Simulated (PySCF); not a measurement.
# ZrFOH: structure of the singlet

Where does singlet ZrFOH go from a linear start, is the end point a minimum, and what are its modes, charges and moments?

Program: PySCF 2.14.0. Level of theory: PBE0, basis Zr def2-TZVP with ECP28, F def2-TZVP, O def2-TZVP, H def2-TZVP, scalar-relativistic core potentials, no spin–orbit coupling, density fitting. These are calculated values, not measurements.

## Step 1: The starting structure

4 atoms, charge 0, spin multiplicity 1.

Bond lengths: Zr1–F2 2.180 Å, Zr1–O3 2.170 Å, O3–H4 0.960 Å. Angles: F2–Zr1–O3 180.0°, Zr1–O3–H4 130.0°.

```xyz
4
charge 0 multiplicity 1
Zr    0.0000    0.0000    0.0000
F     0.0000    0.0000    2.1800
O     0.0000    0.0000   -2.1700
H     0.7354    0.0000   -2.7871
```

## Step 2: Finding the electronic state

The steps below are one call of a driver around PySCF. For each, scf.py gives the equivalent set-up of the SCF; relaxations use the driver's own optimiser. After this first run the driver tries any further starts and a stability analysis.

scf.py reads:

```python
from pyscf import gto, scf, dft
mol = gto.M(atom='''
Zr     0.000000     0.000000     0.000000
F      0.000000     0.000000     2.180000
O      0.000000     0.000000    -2.170000
H      0.735400     0.000000    -2.787100''',
    basis={'Zr': 'def2-TZVP', 'F': 'def2-TZVP', 'O': 'def2-TZVP', 'H': 'def2-TZVP'},
    ecp={'Zr': 'def2-TZVP'},
    charge=0, spin=0)
mf = dft.RKS(mol, xc='PBE0')
mf.grids.atom_grid = (50, 194)
aux = {'Zr': 'def2-universal-JKFIT', 'F': 'def2-universal-JKFIT', 'O': 'def2-universal-JKFIT', 'H': 'def2-universal-JKFIT'}
mf = mf.density_fit(auxbasis=aux)
mf.conv_tol = 1e-08
mf.diis_space = 10
mf.max_cycle = 60
mf.init_guess = 'minao'
mf.verbose = 4
mf.kernel()
```

On the command line:

```sh
$ OMP_NUM_THREADS=4 python axn.py task.json out
```

Further steps of the session: Linear start, singlet: relaxation; Is it a minimum? Harmonic modes; The broken-symmetry singlet; Is it a minimum? Harmonic modes.

Q: Predict the outcome of this session. Wanted: minimum; geometry; wavenumbers; dipole moment; highest occupied, lowest empty level; polar-tensor charge of Zr1; zero-point energy; atomisation energy; ⟨S²⟩.

The runs gave:

| quantity | value |
| --- | --- |
| minimum | broken-symmetry (Ms = 0), Cs |
| geometry | O–H 0.955 Å, Zr–F 1.907 Å, Zr–O 1.904 Å; F–Zr–O 131.1°, H–O–Zr 154.9° |
| wavenumbers (cm⁻¹) | 99, 388, 421, 643, 715, 3973 |
| dipole moment | 1.91 D |
| highest occupied, lowest empty level (either spin) | -5.03, -1.93 eV |
| polar-tensor charge of Zr1 | +1.02 e |
| zero-point energy | 37.3 kJ/mol |
| entropy at 298.15 K | 294.6 J/(mol K) |
| atomisation energy (no zero-point energy) | 1583 kJ/mol |
| ⟨S²⟩ | 0.863 |

**Reading.** The molecule stays Cs, as typed, and the end point is a minimum. The determinant is spin-contaminated (⟨S²⟩ = 0.86 against 0.00), so it is no pure spin state. In the infrared the band at 3973 cm⁻¹ leads. The first SCF alone would have been 27 kJ/mol too high. Only this shape and spin were tried, so other structures or states may lie lower. The SCF density has lower symmetry than the nuclear frame.
